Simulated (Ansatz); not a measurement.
# SnSe2 (1T on the r2SCAN + rVV10 cell): the cost of one run

Computed with Ansatz 0.2.0 (DFT PBE, scalar-relativistic, plane waves, PAW, and further levels as typed in the inputs, unless a step's input says otherwise).

## Step 1: The starting structure

The structure is trigonal, space group P-3m1 (No. 164). The conventional cell has a = 3.826 Å, b = 3.826 Å, c = 6.232 Å, α = 90.00°, β = 90.00°, γ = 120.00°. Sn (site symmetry -3m) is surrounded by 6 Se at 2.71 Å. Se (site symmetry 3m) is surrounded by 3 Sn at 2.71 Å.

Coordinates:

```cif
data_structure
_symmetry_space_group_name_H-M 'P 1'
_symmetry_Int_Tables_number 1
_cell_length_a 3.8255
_cell_length_b 3.8255
_cell_length_c 6.2316
_cell_angle_alpha 90.000
_cell_angle_beta 90.000
_cell_angle_gamma 120.000
_cell_volume 78.98
loop_
_atom_site_label
_atom_site_type_symbol
_atom_site_fract_x
_atom_site_fract_y
_atom_site_fract_z
_atom_site_occupancy
Sn1 Sn 0.00000 0.00000 0.00000 1
Se1 Se 0.33333 0.66667 0.25294 1
Se2 Se 0.66667 0.33333 0.74706 1
```

## Step 2: Single point: SnSe2 (1T on the r2SCAN + rVV10 cell), no spin

The input, input.yaml:

```yaml
crystal:
  lattice:
    - [3.825526, 0.0, 0.0]
    - [-1.912763, 3.313003, 0.0]
    - [0.0, 0.0, 6.231586]
  atoms:
    - { symbol: Sn, position: [0.0, 0.0, 0.0] }
    - { symbol: Se, position: [0.333333, 0.666667, 0.252937] }
    - { symbol: Se, position: [0.666667, 0.333333, 0.747063] }
scf:
  occupations: { method: gaussian, width: 0.01 }
output:
  forces: true
  stress: true
  eigenvalues: true
  write_density: true
  write_potential: true
  elf: true
  volumetric_format: npy
hamiltonian:
  xc: pbe
basis:
  ecutwfc: 500
kpoints:
  mp_grid: { grid: [12, 12, 8] }
  band_path:
    path:
      - [[0.0, 0.0, 0.0], [0.49999998, 2.0e-08, 0.0], [0.33333332, 0.33333337, 0.0], [0.0, 0.0, 0.0], [0.0, 0.0, 0.5], [0.49999998, 2.0e-08, 0.5], [0.33333332, 0.33333337, 0.5], [0.0, 0.0, 0.5]]
      - [[0.49999998, 2.0e-08, 0.5], [0.49999998, 2.0e-08, 0.0]]
      - [[0.33333332, 0.33333337, 0.5], [0.33333332, 0.33333337, 0.0]]
    npoints: 10
```

On the command line:

```
ansatz run input.yaml --threads 4 --pin off --max-ram 10240MiB --backend cpu --events-out ev --progress --plain --runs-dir out
```

Q: Estimate wall time and peak memory on 4 threads of Intel Xeon 6975P-C (Granite Rapids), shared host.

About 3.9 s, with a peak of 0.62 GiB.
